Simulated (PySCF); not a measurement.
**C₂H₇FSSi: electronic excitations and core binding energies**

Aim: predict the electronic excitations and core binding energies of C₂H₇FSSi (`C[C@H](F)[SiH2]S`).

Computed with PySCF 2.14.0, with density-fitted response routines of our own, on a single molecule in the gas phase. Atoms are numbered from 0 throughout.

**1. Starting geometry**

12 atoms, charge 0, multiplicity 1; geometry from: GFN2-xTB.

Bonds of the start (Å): C0–C1 1.52, C1–F2 1.40, C1–Si3 1.92, Si3–S4 2.14, C0–H5 1.09, C0–H6 1.09, C0–H7 1.09, C1–H8 1.10, Si3–H9 1.46, Si3–H10 1.45, S4–H11 1.32.

**2. Ultraviolet spectrum: wB97X-D/def2-SVPD**

What the job is given:

```
{"job": {"kind": "uv", "xc": "wB97X-D", "basis": "def2-SVPD", "nstates": 8, "ntriplets": 3}, "charge": 0, "multiplicity": 1}
C     -1.711718    -0.137508     0.083245
C     -0.352680     0.524835    -0.040181
F     -0.216118     1.029570    -1.335476
Si     1.118138    -0.672894     0.271740
S      2.941237     0.426685     0.044431
H     -1.784720    -0.979842    -0.600272
H     -1.849355    -0.495774     1.099177
H     -2.504680     0.569210    -0.154468
H     -0.307619     1.408759     0.608494
H      1.059762    -1.747538    -0.712773
H      1.091313    -1.128913     1.652341
H      2.517639     1.202725    -0.942286
```

Method: TDDFT wB97X-D/def2-SVPD, vertical, gas phase, core orbitals frozen in the response.

Command:

```sh
OMP_NUM_THREADS=1 python probes_run.py task.json out
```

One launch serves the whole session: the jobs run in the order shown.

**Question.** This job is followed by: delta-SCF UKS SCAN, pcX-2 on the ionised atom, pcseg-1 elsewhere, spin-free X2C. Predict these results of the whole session: lowest singlet (wB97X-D/def2-SVPD); brightest single state of those computed; lowest triplet; C1s binding energies, SCAN/pcX-2; F1s binding energies, SCAN/pcX-2; Si1s binding energies, SCAN/pcX-2; Si2p binding energies, SCAN/pcX-2; S1s binding energies, SCAN/pcX-2; S2p binding energies, SCAN/pcX-2.

**Answer**, as computed:

| quantity | value |
| --- | --- |
| lowest singlet (wB97X-D/def2-SVPD) | 6.32 eV (196 nm), f = 0.017 |
| brightest single state of those computed | state 8, 8.19 eV, f = 0.035 |
| lowest triplet | 5.92 eV |
| C1s binding energies, SCAN/pcX-2 | C1 292.56, C0 291.11 eV |
| F1s binding energies, SCAN/pcX-2 | F2 692.23 eV |
| Si1s binding energies, SCAN/pcX-2 | Si3 1846.97 eV |
| Si2p binding energies, SCAN/pcX-2 | Si3 107.41 eV |
| S1s binding energies, SCAN/pcX-2 | S4 2477.02 eV |
| S2p binding energies, SCAN/pcX-2 | S4 169.66 eV |

**Reading.** The lowest singlet, at 6.32 eV, is HOMO→LUMO 0.60, HOMO→LUMO+2 0.22 and is weak; of the 8 states computed, the strongest absorption comes from state 8 at 8.19 eV (the last computed, so partners may be missing). The lowest triplet lies 0.40 eV below the lowest singlet (triplets in Tamm-Dancoff, singlets in full TDDFT). C1 (sp3 CH bonded to F and Si) binds its C1s electron 1.45 eV more tightly than C0 (methyl carbon).
